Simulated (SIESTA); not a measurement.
# TiPd2 under changes of volume

One of the cells (16.001 Å³/atom); the others are scaled copies at fixed shape and fractional positions:

```
CELL_PARAMETERS angstrom
-1.64824 1.64824 4.41729
1.64824 -1.64824 4.41729
1.64824 1.64824 -4.41729
ATOMIC_POSITIONS crystal
Pd 0.34314 0.34314 0.00000
Pd 0.65687 0.65687 0.00000
Ti 0.00000 0.00000 0.00000
```

The cell comes from a database or a generator and needn't be the stable form of this composition.

```yaml
Program: SIESTA 5.4.2
Functional: PBEsol
Potentials_or_basis: PseudoDojo 0.4 standard (PBEsol files)
Basis: DZP (energy shift 0.003 Ry; two zetas on semicore shells)
Grid_cutoff: 800 Ry
Energy_shift: 0.003 Ry
k_mesh: 11 × 11 × 11
Occupations: fermi-dirac, width 0.05 eV
Spin: no spin polarisation
```

```tsv
volume (Å³/atom)	energy over the lowest point (meV/atom)	pressure (GPa)	largest force (eV/Å)
14.746	1.04	2.6	0.269
15.059	0.00	-1.3	0.199
15.373	6.11	-4.8	0.137
16.001	?	?	?
16.314	60.15	-12.9	0.047
16.628	87.89	-15.1	0.104
```

What does the run at 16.001 Å³/atom give?

Energy over the lowest point 37.13 meV/atom; pressure -10.6 GPa; largest force 0.002 eV/Å.

Worked out: A Birch-Murnaghan fit of order 3 (a polynomial in V^(-2/3)) to the other rows has its minimum at 14.95 Å³/atom with B0 = V·E''(V) = 183 GPa and B' = 4.7 at fixed shape and positions, which overstates the stiffness. It gives 36.93 meV/atom at 16.001 Å³/atom, against the run's 37.13, and -dE/dV = -10.6 GPa, against -10.6.

Energies are extrapolated to zero smearing.

Caveats: the basis of atomic orbitals isn't converged, which shifts pressures, moduli and gaps.
